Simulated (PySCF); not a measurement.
# C₂H₅BFN: electronic excitations and core binding energies

Wanted: the electronic excitations and core binding energies of C₂H₅BFN (`C=CB(N)F`), by calculation.

Computed with PySCF 2.14.0, with density-fitted response routines of our own, on a single molecule in the gas phase. Atoms count from 0, in the outputs and in this text.

### Step 1. The starting structure

10 atoms, charge 0, multiplicity 1; geometry from: GFN2-xTB.

Bonds of the start (Å): C0–C1 1.33, C1–B2 1.56, B2–N3 1.39, B2–F4 1.34, C0–H5 1.08, C0–H6 1.08, C1–H7 1.08, N3–H8 1.01, N3–H9 1.00.

### Step 2. TDDFT and polarisability: CAM-B3LYP/def2-SVPD

The job: settings as JSON, then the geometry in Å.

```
{"job": {"kind": "uv", "xc": "CAM-B3LYP", "basis": "def2-SVPD", "nstates": 8, "ntriplets": 3}, "charge": 0, "multiplicity": 1}
C     -1.878894    -0.141107     0.157141
C     -0.664832    -0.269345    -0.366621
B      0.635930     0.247401     0.326593
N      1.902066     0.110420    -0.228538
F      0.565614     0.859450     1.519783
H     -2.022429     0.340226     1.111099
H     -2.770226    -0.503327    -0.332066
H     -0.571254    -0.760832    -1.328983
H      2.729424     0.448848     0.232289
H      2.083484    -0.327078    -1.113224
```

Level: TDDFT CAM-B3LYP/def2-SVPD, vertical, gas phase, core orbitals frozen in the response.

Started as:

```console
$ OMP_NUM_THREADS=1 python probes_run.py task.json out
```

The driver reads the jobs from task.json and runs them one after another.

Standard output:

```text
coarse grid: 8512 points
cycle   1  E = -258.3797633036  dE =  5.390e-01  |g| = 5.367e-01  |ddm| = 5.179e+00
cycle   2  E = -258.3807302267  dE = -9.669e-04  |g| = 6.016e-01  |ddm| = 1.223e+00
cycle   3  E = -258.4398128277  dE = -5.908e-02  |g| = 5.432e-02  |ddm| = 5.524e-01
cycle   4  E = -258.4402802840  dE = -4.675e-04  |g| = 2.638e-02  |ddm| = 8.948e-02
cycle   5  E = -258.4404263331  dE = -1.460e-04  |g| = 6.903e-03  |ddm| = 3.224e-02
cycle   6  E = -258.4404357247  dE = -9.392e-06  |g| = 1.935e-03  |ddm| = 1.014e-02
final grid: 83080 points
cycle   7  E = -258.4770451467  dE = -2.790e-05  |g| = 4.199e-03  |ddm| = 6.052e-02
cycle   8  E = -258.4770445364  dE =  6.103e-07  |g| = 4.636e-03  |ddm| = 1.049e-02
cycle   9  E = -258.4770489555  dE = -4.419e-06  |g| = 3.119e-04  |ddm| = 4.237e-03
cycle  10  E = -258.4770489726  dE = -1.706e-08  |g| = 1.849e-04  |ddm| = 6.433e-04
cycle  11  E = -258.4770489799  dE = -7.381e-09  |g| = 4.371e-05  |ddm| = 2.659e-04
cycle  12  E = -258.4770489803  dE = -3.618e-10  |g| = 9.679e-06  |ddm| = 6.317e-05
converged SCF energy = -258.4770489803

Static polarisability (au): isotropic 48.093, principal 34.308 43.494 66.477

Singlet excitations
state   eV       nm        f      main configurations
  1   6.8417    181.2   0.54275   H->L 0.97
  2   6.8681    180.5   0.00038   H-2->L 0.98
  3   7.1455    173.5   0.00161   H->L+1 0.81, H-1->L+1 0.12
  4   7.7803    159.4   0.00273   H-1->L 0.98
  5   7.7977    159.0   0.10462   H->L+2 0.52, H-1->L+1 0.37
  6   8.3693    148.1   0.00017   H->L+3 0.69, H->L+2 0.16
  7   8.4353    147.0   0.00236   H-1->L+1 0.35, H->L+2 0.24, H->L+3 0.15
  8   8.5657    144.7   0.00005   H-3->L 0.81, H-4->L 0.12

Triplet excitations (Tamm-Dancoff, eV): 4.0817 6.2603 6.4297
```

It took 15 s on 1 thread of Arm Neoverse V2, shared host; peak memory 0.57 GiB.

The orbitals next to the gap, with their largest atomic shares:

| orbital | eV | atoms |
| --- | --- | --- |
| HOMO−3 | -12.48 | F4 29 %, C0 22 %, C1 16 % |
| HOMO−2 | -10.69 | C1 30 %, C0 16 %, B2 16 % |
| HOMO−1 | -10.26 | N3 46 %, B2 13 %, C1 11 % |
| HOMO | -9.13 | C0 31 %, C1 31 %, N3 19 % |
| LUMO | 0.44 | C0 33 %, C1 27 %, B2 15 % |
| LUMO+1 | 0.95 | B2 53 %, H9 13 %, H8 11 % |
| LUMO+2 | 1.93 | C0 36 %, H6 19 %, H5 10 % |

With each of the 8 states as a Gaussian band of 0.4 eV half-width at 1/e, the curve within the window shown has maxima at 181 nm (ε 22,000), 160 nm (ε 4,400) L/(mol cm). Beyond the last state computed it falls off for lack of states. The curve at chosen wavelengths:

(nm, ε (L/mol/cm)): (140, 36), (142, 75), (145, 209), (147, 425), (149, 837), (152, 1933), (154, 2879), (156, 3752), (159, 4424), (161, 4351), (163, 4069), (166, 4094), (168, 4997), (170, 6908), (172, 9799), (175, 15170), (177, 18542), (179, 20979), (182, 21959), (184, 20742), (186, 18359), (189, 13651), (191, 10447), (193, 7592), (196, 4300), (198, 2785)

Leading natural transition orbitals of singlet state 1: the hole lies on C0, C1 about 30 % each; N3 21 %; the particle on B2 25 %; C0, C1 about 20 % each; H5, H6 about 9 % each.

Further results of this job:

| property | computed |
| --- | --- |
| dipole moment (D) | 2.11 |
| polarisability (Å³) | 7.13 |
| HOMO–LUMO gap (eV) | 9.56 |
| −ε(HOMO) (eV) | 9.13 |

The fields below are evaluated on a grid from the run's orbitals.

Frontier orbitals at CAM-B3LYP/def2-SVPD, with the share of their density that lies nearest to each atom:

| orbital | energy (eV) | lies on |
| --- | --- | --- |
| HOMO | -9.13 | C0, C1 about 31 % each; N3 19 % |
| LUMO | 0.44 | C0, C1 about 24 % each; B2 19 %; H5, H6 about 9 % each |

ELF in a plane through or near 10 of the atoms.

Ten even steps from '0' (0.00) to '9' (1.00):
```
0000000000000000000000000000
0000000000000000000000000000
0000000000000000000000000000
0000000000122210000000000000
0000000002466642000100000000
0000000003684883038994000000
0000012101485871089997200000
0000278820158630199995100000
0000599975514242268972000000
0000599964825596644176520000
0000146735663982472499981000
0000001687622664275899992000
0000003999700689831599980000
0000004999600899940058720000
0000001786201999950000000000
0000000000000589710000000000
0000000000000001100000000000
0000000000000000000000000000
0000000000000000000000000000
0000000000000000000000000000
```
The map spans 10.8 Å across and 8.7 Å up, centred on the molecule. Atoms in the plane (x, y in Å): C0 (1.9, 0.1), C1 (0.7, -0.5), B2 (-0.6, 0.4), N3 (-1.9, -0.1), F4 (-0.6, 1.7), H5 (2.0, 1.1), H6 (2.8, -0.5), H7 (0.6, -1.5), H8 (-2.7, 0.4), H9 (-2.1, -1.1).

On the surface of density 0.002 e/bohr³ the electrostatic potential runs, from the 1st to the 99th percentile, from -1.14 V near F4 to 1.86 V near H9.

### Step 3. X-ray photoelectron lines: SCAN, X2C

Same as in step 2 but for these lines:

```diff
@@ -1,2 +1,2 @@
-{"job": {"kind": "uv", "xc": "CAM-B3LYP", "basis": "def2-SVPD", "nstates": 8, "ntriplets": 3}, "charge": 0, "multiplicity": 1}
+{"job": {"kind": "xps"}, "charge": 0, "multiplicity": 1}
 C     -1.878894    -0.141107     0.157141
```

Method: delta-SCF UKS SCAN, pcX-2 on the ionised atom, pcseg-1 elsewhere, spin-free X2C.

Standard output:

```text
ground state, core basis on atom 0 (C), 126 functions
  cycle   1  E = -258.68846720  |g| = 6.34e-01
  cycle   2  E = -258.62051807  |g| = 8.81e-01
  cycle   3  E = -258.77219076  |g| = 1.03e-01
  cycle   4  E = -258.77418022  |g| = 2.80e-02
  cycle   5  E = -258.77431545  |g| = 1.23e-02
  cycle   6  E = -258.77434828  |g| = 5.05e-03
  cycle   7  E = -258.77435493  |g| = 1.63e-03
  cycle   8  E = -258.77435600  |g| = 6.87e-04
  cycle   9  E = -258.77435631  |g| = 1.56e-04
  E(ground) = -258.77769923 Eh
hole in C 1s of atom 0
  cycle   1  E = -247.52877997  |g| = 1.50e+00
  cycle   2  E = -245.83388944  |g| = 2.10e+00
  cycle   3  E = -247.79380157  |g| = 7.92e-01
  cycle   4  E = -248.05687824  |g| = 3.21e-01
  cycle   5  E = -248.09208650  |g| = 1.62e-01
  cycle   6  E = -248.10353586  |g| = 4.51e-02
  cycle   7  E = -248.10435099  |g| = 1.55e-02
  cycle   8  E = -248.10446338  |g| = 7.47e-03
  cycle   9  E = -248.10450832  |g| = 3.99e-03
  cycle  10  E = -248.10452464  |g| = 2.16e-03
  cycle  11  E = -248.10453409  |g| = 1.02e-03
  cycle  12  E = -248.10453500  |g| = 4.32e-04
  E(ion) = -248.10760125 Eh   <S^2> = 0.7995   hole on atom = 1.000   binding energy = 290.348 eV
ground state, core basis on atom 1 (C), 126 functions
  cycle   1  E = -258.77404781  |g| = 6.29e-02
  cycle   2  E = -258.77315161  |g| = 6.51e-02
  cycle   3  E = -258.77391483  |g| = 3.73e-02
  cycle   4  E = -258.77430304  |g| = 5.03e-03
  cycle   5  E = -258.77430809  |g| = 1.18e-03
  cycle   6  E = -258.77430795  |g| = 2.91e-04
  E(ground) = -258.77771612 Eh
hole in C 1s of atom 1
  cycle   1  E = -247.54665401  |g| = 1.51e+00
  cycle   2  E = -246.71741845  |g| = 1.89e+00
  cycle   3  E = -248.01369931  |g| = 4.78e-01
  cycle   4  E = -248.05972854  |g| = 3.32e-01
  cycle   5  E = -248.10718084  |g| = 1.19e-01
  cycle   6  E = -248.11370184  |g| = 4.63e-02
  cycle   7  E = -248.11461412  |g| = 1.09e-02
  cycle   8  E = -248.11470092  |g| = 7.25e-03
  cycle   9  E = -248.11475199  |g| = 4.13e-03
  cycle  10  E = -248.11478485  |g| = 2.19e-03
  cycle  11  E = -248.11479887  |g| = 9.55e-04
  cycle  12  E = -248.11480045  |g| = 2.69e-04
  E(ion) = -248.11743782 Eh   <S^2> = 0.7991   hole on atom = 1.000   binding energy = 290.081 eV
ground state, core basis on atom 2 (B), 126 functions
  cycle   1  E = -258.77175238  |g| = 5.53e-02
  cycle   2  E = -258.77123694  |g| = 5.81e-02
  cycle   3  E = -258.77185106  |g| = 2.70e-02
  cycle   4  E = -258.77201817  |g| = 9.45e-03
  cycle   5  E = -258.77204075  |g| = 1.91e-03
  cycle   6  E = -258.77204137  |g| = 2.78e-04
  E(ground) = -258.77603500 Eh
hole in B 1s of atom 2
  cycle   1  E = -251.13627772  |g| = 1.17e+00
  cycle   2  E = -250.21343158  |g| = 1.68e+00
  cycle   3  E = -251.40396731  |g| = 4.56e-01
  cycle   4  E = -251.46968728  |g| = 3.12e-01
  cycle   5  E = -251.52015851  |g| = 1.23e-01
  cycle   6  E = -251.52796640  |g| = 2.84e-02
  cycle   7  E = -251.52829776  |g| = 1.91e-02
  cycle   8  E = -251.52848680  |g| = 7.45e-03
  cycle   9  E = -251.52855165  |g| = 3.77e-03
  cycle  10  E = -251.52858653  |g| = 1.86e-03
  cycle  11  E = -251.52859322  |g| = 1.67e-03
  cycle  12  E = -251.52859464  |g| = 4.88e-04
  E(ion) = -251.53426895 Eh   <S^2> = 0.7930   hole on atom = 1.000   binding energy = 197.058 eV
ground state, core basis on atom 3 (N), 126 functions
  cycle   1  E = -258.78700309  |g| = 7.29e-02
  cycle   2  E = -258.78695231  |g| = 2.26e-02
  cycle   3  E = -258.78685930  |g| = 3.18e-02
  cycle   4  E = -258.78704001  |g| = 2.87e-03
  cycle   5  E = -258.78704270  |g| = 4.34e-04
  E(ground) = -258.78781831 Eh
hole in N 1s of atom 3
  cycle   1  E = -243.20398567  |g| = 1.86e+00
  cycle   2  E = -242.71366734  |g| = 1.96e+00
  cycle   3  E = -243.81624203  |g| = 4.32e-01
  cycle   4  E = -243.82783658  |g| = 3.54e-01
  cycle   5  E = -243.89202403  |g| = 5.96e-02
  cycle   6  E = -243.89361986  |g| = 3.40e-02
  cycle   7  E = -243.89418899  |g| = 7.28e-03
  cycle   8  E = -243.89419814  |g| = 4.86e-03
  cycle   9  E = -243.89421012  |g| = 7.96e-04
  cycle  10  E = -243.89421055  |g| = 2.97e-04
  E(ion) = -243.89348150 Eh   <S^2> = 0.7628   hole on atom = 1.000   binding energy = 405.296 eV
ground state, core basis on atom 4 (F), 126 functions
  cycle   1  E = -258.81771288  |g| = 1.21e-01
  cycle   2  E = -258.81720350  |g| = 7.88e-02
  cycle   3  E = -258.81749032  |g| = 6.35e-02
  cycle   4  E = -258.81799528  |g| = 5.43e-03
  cycle   5  E = -258.81800179  |g| = 1.36e-03
  cycle   6  E = -258.81800043  |g| = 3.05e-04
  E(ground) = -258.82316606 Eh
hole in F 1s of atom 4
  cycle   1  E = -232.48722826  |g| = 2.58e+00
  cycle   2  E = -232.48831314  |g| = 2.08e+00
  cycle   3  E = -233.32909850  |g| = 3.29e-01
  cycle   4  E = -233.33083599  |g| = 2.70e-01
  cycle   5  E = -233.36670201  |g| = 4.12e-02
  cycle   6  E = -233.36729641  |g| = 2.35e-02
  cycle   7  E = -233.36760512  |g| = 5.27e-03
  cycle   8  E = -233.36761091  |g| = 4.17e-03
  cycle   9  E = -233.36762131  |g| = 4.65e-04
  E(ion) = -233.38016027 Eh   <S^2> = 0.7563   hole on atom = 1.000   binding energy = 692.339 eV
```

Wall time 26 s (1 thread of Arm Neoverse V2, shared host); peak memory 0.46 GiB.

The holes in one table. −ε is the ground-state orbital energy:

| hole | stands for | environment | ΔSCF (eV) | −ε (eV) | ⟨S²⟩ |
| --- | --- | --- | --- | --- | --- |
| C1s on C0 | C0 | terminal =CH2 carbon | 290.35 | 273.7 | 0.799 |
| C1s on C1 | C1 | alkene CH | 290.08 | 273.2 | 0.799 |
| B1s on B2 | B2 | boron bonded to C, F, N | 197.06 | 180.9 | 0.793 |
| N1s on N3 | N3 | nitrogen bonded to B, 2 H | 405.30 | 385.9 | 0.763 |
| F1s on F4 | F4 | fluorine bonded to B | 692.34 | 666.1 | 0.756 |

### Step 4. Results

```
                             quantity                        value
 lowest singlet (CAM-B3LYP/def2-SVPD)  6.84 eV (181 nm), f = 0.543
                       lowest triplet                      4.08 eV
surface potential, 1st and 99th percentile           -1.14 V and 1.86 V
     C1s binding energies, SCAN/pcX-2      C0 290.35, C1 290.08 eV
     B1s binding energies, SCAN/pcX-2                 B2 197.06 eV
     N1s binding energies, SCAN/pcX-2                 N3 405.30 eV
     F1s binding energies, SCAN/pcX-2                 F4 692.34 eV
```

In words: The lowest singlet, at 6.84 eV, is HOMO→LUMO 0.97 and is bright. The lowest triplet lies 2.76 eV below the lowest singlet (triplets in Tamm-Dancoff, singlets in full TDDFT). The C1s levels kept as sound span 0.27 eV, from C1 (alkene CH) up to C0 (terminal =CH2 carbon).
